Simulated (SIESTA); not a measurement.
## Sn3Te under changes of volume

One of the cells (29.789 Å³/atom); the others are scaled copies at fixed shape and fractional positions:

```
Te Sn
1.0
    -2.31614    2.31614    5.55303
     2.31614   -2.31614    5.55303
     2.31614    2.31614   -5.55303
Te Sn
1 3
Cartesian
  0.0000 0.0000 0.0000
  0.0000 0.0000 5.5530
  2.3161 0.0000 2.7765
  0.0000 2.3161 2.7765
```

The cell comes from a database or a generator and needn't be the stable form of this composition.

- Program: SIESTA 5.4.2
- Functional: PBEsol
- Potentials or basis: PseudoDojo 0.4 standard (PBEsol files)
- Basis: DZP (energy shift 0.003 Ry; two zetas on semicore shells)
- Grid cutoff: 500 Ry
- Energy shift: 0.003 Ry
- k mesh: 8 × 8 × 8
- Occupations: fermi-dirac, width 0.05 eV
- Spin: no spin polarisation

```tsv
volume (Å³/atom)	energy over the lowest point (meV/atom)	pressure (GPa)
27.453	0.63	0.8
28.037	0.00	-0.3
28.621	3.03	-1.3
29.789	18.83	-2.9
30.373	30.74	-3.6
30.958	?	?
```

What does the run at 30.958 Å³/atom give?

Energy over the lowest point 45.06 meV/atom; pressure -4.2 GPa.

Worked out: A Birch-Murnaghan fit of order 3 (a polynomial in V^(-2/3)) to the other rows has its minimum at 27.84 Å³/atom with B0 = V·E''(V) = 51 GPa and B' = 4.9 at fixed shape and positions, which overstates the stiffness. It gives 44.99 meV/atom at 30.958 Å³/atom, against the run's 45.06, and -dE/dV = -4.2 GPa, against -4.2.

Energies are extrapolated to zero smearing.

Caveats: the basis of atomic orbitals isn't converged, which shifts pressures, moduli and gaps.
